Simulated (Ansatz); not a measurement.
# TiOs: the cost of one run

Computed with the Python package of Ansatz 0.2.0. Level of theory: DFT LDA, plane waves, PAW.

### Step 1. Starting point

It takes space group Pm-3m (No. 221, cubic). Conventional cell: a = 3.080 Å, b = 3.080 Å, c = 3.080 Å, α = 90.00°, β = 90.00°, γ = 90.00°. Around Ti (site symmetry m-3m) lie 8 Os at 2.67 Å. Os (site symmetry m-3m) has 8 Ti at 2.67 Å as nearest neighbours.

No structure file is read: the coordinates are typed or built in the script.

### Step 2. The code

File push_tios.py:

```python
# -*- coding: utf-8 -*-
"""Energy and force of TiOs as one atom is pushed off its site."""

import ansatz as az
import numpy as np


def main():
    vectors = np.array([
        [3.08, 0.0, 0.0],
        [0.0, 3.08, 0.0],
        [0.0, 0.0, 3.08],
    ])
    crystal = (
        az.Lattice.of(vectors)
        .atom("Ti", [0.5, 0.5, 0.5])
        .atom("Os", [0.0, 0.0, 0.0])
    )

    inverse = np.linalg.inv(np.array(crystal.lattice.vectors))
    home = np.array(crystal.sites[0].position)
    values = np.linspace(-0.2, 0.2, 5)
    energies, pulls = [], []
    for shift in values:
        moved = crystal.move(0, to=home + shift * inverse[1])
        job = moved.calculation()
        job = job.functional("lda")
        job = job.pseudopotentials("paw").basis(550)
        job = job.kpoints(8)
        job = job.occupations("fermi_dirac", width=0.05)
        job = job.scf(tolerance=1e-07).forces()
        data = job.run(threads=1).report
        energies.append(data["free_energy_ev"])
        pulls.append(data["forces_ev_ang"][0][1])

    # the force is minus the slope of the free energy
    print("shift (A)   dE (eV)   force along y (eV/A)")
    for shift, e, f in zip(values, energies, pulls):
        print(f"{shift:8.3f} {e - energies[2]:10.5f} {f:12.4f}")
    print(f"stiffness from energies {2 * np.polyfit(values, energies, 2)[0]:.3f}, from forces {-np.polyfit(values, pulls, 1)[0]:.3f} eV/A^2")


if __name__ == "__main__":
    main()
```

### Step 3. The calls as engine input

The package turns the script's settings into the engine's input (first run):

```yaml
crystal:
  lattice:
    - [3.08, 0.0, 0.0]
    - [0.0, 3.08, 0.0]
    - [0.0, 0.0, 3.08]
  atoms:
    - { symbol: Ti, position: [0.5, 0.43506493506493504, 0.5] }
    - { symbol: Os, position: [0.0, 0.0, 0.0] }
basis:
  ecutwfc: 550.0
kpoints:
  mp_grid:
    grid: [8, 8, 8]
hamiltonian:
  xc: lda
  pseudopotentials:
    kind: paw
scf:
  convergence:
    dr2_threshold: 1.0e-07
  occupations:
    method: fermi_dirac
    width: 0.05
output:
  forces: true
```

### Step 4. Launch

The run is started by

```console
python push_tios.py
```

What time and memory should one allow on 1 thread of Intel Xeon 6975P-C (Granite Rapids), shared host?

About 9.9 s, with a peak of 0.46 GiB.
